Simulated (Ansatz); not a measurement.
# CH8GeOS: the cost of one run

Program: Ansatz 0.2.0. Level of theory: RKS PBE-D4/def2-SVP. These are calculated values, not measurements.

## 1. The starting structure

Bond lengths: Ge1–S2 2.628 Å, Ge1–H3 1.513 Å, Ge1–H4 1.565 Å, Ge1–C5 1.980 Å, Ge1–O7 2.179 Å, S2–H8 1.325 Å, C5–H9 1.085 Å, C5–H10 1.085 Å, C5–H11 1.087 Å, O7–H12 0.957 Å. Angles (14 of 18 angles, heavy atoms first): S2–Ge1–C5 113.7°, S2–Ge1–O7 71.7°, C5–Ge1–O7 90.4°, Ge1–S2–H8 91.7°, S2–Ge1–H3 116.7°, S2–Ge1–H4 88.2°, H3–Ge1–C5 121.7°, H3–Ge1–O7 79.5°, H4–Ge1–C5 106.5°, H4–Ge1–O7 157.8°, Ge1–C5–H9 110.4°, Ge1–C5–H10 109.7°, Ge1–C5–H11 110.5°, Ge1–O7–H12 127.5°.

As a file:

```xyz
12

Ge   -0.7484   -0.3030    0.1245
S     1.2246   -1.7089    1.1423
H    -1.4910   -0.9171   -1.0418
H    -1.6228   -0.7392    1.3464
C    -0.4955    1.6548    0.2835
H     1.5039   -1.1145   -0.5258
O     0.8501   -0.4067   -1.3531
H     0.6947   -2.8430    0.7074
H    -0.5892    2.1285   -0.6885
H    -1.2429    2.0675    0.9534
H     0.4883    1.8799    0.6876
H     1.4283    0.3018   -1.6359
```

## 2. Pulling towards end A

Springs on the bonds that form and break draw the guess towards this end; the thresholds are loose.

Input file input.yaml:

```yaml
crystal:
  periodic: [false, false, false]
  atoms:
    - { symbol: Ge, position_ang: [-0.7484, -0.303, 0.1245] }
    - { symbol: S, position_ang: [1.2246, -1.7089, 1.1423] }
    - { symbol: H, position_ang: [-1.491, -0.9171, -1.0418] }
    - { symbol: H, position_ang: [-1.6228, -0.7392, 1.3464] }
    - { symbol: C, position_ang: [-0.4955, 1.6548, 0.2835] }
    - { symbol: H, position_ang: [1.5039, -1.1145, -0.5258] }
    - { symbol: O, position_ang: [0.8501, -0.4067, -1.3531] }
    - { symbol: H, position_ang: [0.6947, -2.843, 0.7074] }
    - { symbol: H, position_ang: [-0.5892, 2.1285, -0.6885] }
    - { symbol: H, position_ang: [-1.2429, 2.0675, 0.9534] }
    - { symbol: H, position_ang: [0.4883, 1.8799, 0.6876] }
    - { symbol: H, position_ang: [1.4283, 0.3018, -1.6359] }
basis:
  gaussian: { orbitals: def2-SVP }
hamiltonian:
  xc: pbe
  dispersion: d4
relax:
  f_tol: 0.15
  max_steps: 25
  restrain:
    - { distance: [0, 6], at: 3.16, k: 30.0 }
    - { distance: [5, 1], at: 2.66, k: 30.0 }
    - { distance: [0, 1], at: 2.25, k: 30.0 }
    - { distance: [5, 6], at: 0.97, k: 30.0 }
```

Launch:

```bash
ansatz run input.yaml --threads 2 --pin off --max-ram 3072MiB --backend cpu --events-out ev --progress --plain --runs-dir out
```

**Question.** How long does this run take on 2 threads of Arm Neoverse V1, shared host, and how much memory does it need?

About 23 s, with a peak of 0.17 GiB.
